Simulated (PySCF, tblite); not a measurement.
# CH₁₅NOSi₅: geometry, infrared bands and NMR shifts

Aim: predict the infrared bands and NMR shifts of CH₁₅NOSi₅ (`C[SiH2][Si@H](O[SiH3])N([SiH3])[SiH3]`).

Computed with tblite 0.8.0 and PySCF 2.14.0, with density-fitted response routines of our own, on a single molecule in the gas phase. Atoms count from 0, in the outputs and in this text.

**1. The starting structure**

23 atoms, charge 0, multiplicity 1; geometry from: force field or distance geometry start.

Bonds of the start (Å): C0–Si1 1.88, Si1–Si2 2.20, Si2–O3 1.71, O3–Si4 1.69, Si2–N5 1.79, N5–Si6 1.77, N5–Si7 1.79, C0–H8 1.12, C0–H9 1.10, C0–H10 1.13, Si1–H11 1.46, Si1–H12 1.50, Si2–H13 1.49, Si4–H14 1.44, Si4–H15 1.47, Si4–H16 1.48, Si6–H17 1.47, Si6–H18 1.48, Si6–H19 1.47, Si7–H20 1.49, Si7–H21 1.47, Si7–H22 1.48.

**2. Geometry optimisation with GFN2-xTB**

What the job is given:

```
{"job": {"kind": "relax", "xc": "GFN2-xTB", "basis": "xTB"}, "charge": 0, "multiplicity": 1}
C      2.622600    -1.550500     0.321700
Si     1.944600     0.150800    -0.087900
Si    -0.087400     0.093100    -0.920000
O     -0.760700     1.655200    -1.082800
Si     0.175600     2.909800    -0.449300
N     -1.171000    -1.070400    -0.104500
Si    -2.768900    -1.107900    -0.860800
Si    -1.205900    -0.845500     1.668600
H      3.471100    -1.399800     1.039500
H      3.051800    -1.993400    -0.586400
H      1.843400    -2.217400     0.799300
H      2.835500     0.699500    -1.106800
H      2.072300     1.041800     1.112200
H      0.053500    -0.423800    -2.315500
H      1.543800     2.595300    -0.118700
H      0.218300     4.085700    -1.330700
H     -0.487700     3.378600     0.790900
H     -3.834900    -1.421700     0.106800
H     -2.747800    -2.192700    -1.864800
H     -3.103900     0.136300    -1.565800
H     -2.537300    -0.386500     2.144700
H     -0.142200     0.055400     2.126900
H     -0.989400    -2.165100     2.293400
```

Run with:

```bash
> OMP_NUM_THREADS=1 python probes_run.py task.json out
```

The driver reads the jobs from task.json and runs them one after another.

**Question.** This job is followed by: GFN2-xTB harmonic vibrations, gas phase; GIAO PBE0/pcSseg-1 NMR shielding, non-relativistic, gas phase. Predict these results of the whole session: strongest single infrared mode (GFN2-xTB); zero-point energy (GFN2-xTB); ¹³C shifts against TMS (PBE0/pcSseg-1); ¹H shifts against TMS (PBE0/pcSseg-1, means over atoms taken as alike); ²⁹Si shifts against TMS (PBE0/pcSseg-1, means over atoms taken as alike); ¹⁷O shifts against H2O (PBE0/pcSseg-1); ¹⁵N shifts against NH3 (PBE0/pcSseg-1); surface potential, 1st and 99th percentile.

**Answer**, as computed:

```
                                                                quantity                                   value
                               strongest single infrared mode (GFN2-xTB)                   2216 cm⁻¹, 693 km/mol
                                            zero-point energy (GFN2-xTB)                           90.4 kcal/mol
                                  ¹³C shifts against TMS (PBE0/pcSseg-1)                               -10.2 ppm
  ¹H shifts against TMS (PBE0/pcSseg-1, means over atoms taken as alike)  5.49, 5.15, 4.85, 4.09, 3.87, 0.11 ppm
²⁹Si shifts against TMS (PBE0/pcSseg-1, means over atoms taken as alike)           -8.3, -43.6, -49.6, -83.9 ppm
                                  ¹⁷O shifts against H2O (PBE0/pcSseg-1)                                48.6 ppm
                                  ¹⁵N shifts against NH3 (PBE0/pcSseg-1)                                21.3 ppm
                                   surface potential, 1st and 99th percentile                      -0.54 V and 1.31 V
```

Over 212 steps the energy fell by 1.402 eV; of the close pairs, Si1–Si2 changed most, 2.197 to 2.294 Å. The lowest mode is slightly imaginary (15i cm⁻¹), a soft motion within the noise of the Hessian, so the minimum is not strictly shown. The strongest single mode, at 2216 cm⁻¹, moves mainly H20 and H19. Unscaled tight-binding wavenumbers are off by several per cent, some by more. Its intensities can rank the bands wrongly. At PBE0/pcSseg-1: The largest span, 144 ppm, is at O3, where the paramagnetic term is -116 ppm. By nearest atom (PBE0/pcSseg-1), the HOMO sits on N5 41 %; Si1, Si2 about 8 % each and the LUMO on Si2 11 %; H21 9 %.
